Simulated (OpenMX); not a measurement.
The system is HPbNO4.

```xyz
7
Lattice="3.8540 0.1438 0.0901 -0.2532 5.5270 0.1647 -0.4820 -1.9272 5.7203" Properties=species:S:1:pos:R:3 pbc="T T T"
H    -0.0083    2.5983    3.2335
Pb    2.1473    2.6778    1.0046
N     2.8237    3.6046    5.7249
O    -0.4057   -0.9417    5.0623
O     2.7256   -0.0852    0.8025
O    -0.5912    2.3982    5.1009
O     0.1280    2.5704    2.2622
```

The cell was built by a generator and needn't be a form met in nature.

Base run:

- Program: OpenMX 3.8.5
- Functional: PBE
- Potentials or basis: OpenMX 2013 PBE set, H5.0-s2, Pb8.0-s3p2d2, N6.0-s2p2, O6.0-s2p2, grid cutoff 500 Ry
- k mesh: 7 × 5 × 5
- Occupations: fermi-dirac, width 0.05 eV
- Spin: no spin polarisation

Its results: band gap on the k mesh 2.87 eV, indirect (least direct gap 2.88 eV); pressure 9.5 GPa; largest force 5.599 eV/Å.

Question: The run is repeated on the same cell with these changes: potentials or basis from OpenMX 2013 PBE set, H5.0-s2, Pb8.0-s3p2d2, N6.0-s2p2, O6.0-s2p2, grid cutoff 500 Ry to OpenMX 2013 PBE set, H6.0-s2p1, Pb8.0-s3p2d2f1, N6.0-s2p2d1, O6.0-s2p2d1, grid cutoff 500 Ry. What comes out?

Answer: Band gap on the k mesh 3.27 eV, indirect (least direct gap 3.29 eV); pressure 1.8 GPa; largest force 1.201 eV/Å.

Caveats: spin-orbit coupling is left out, which as a rule narrows the gap of such compounds by several tenths of an eV; the basis of atomic orbitals isn't converged, which shifts pressures, moduli and gaps; forces of over 1 eV/Å show positions far from the minimum, so gaps and moduli don't describe the material at rest.

A k mesh can miss the band edges.
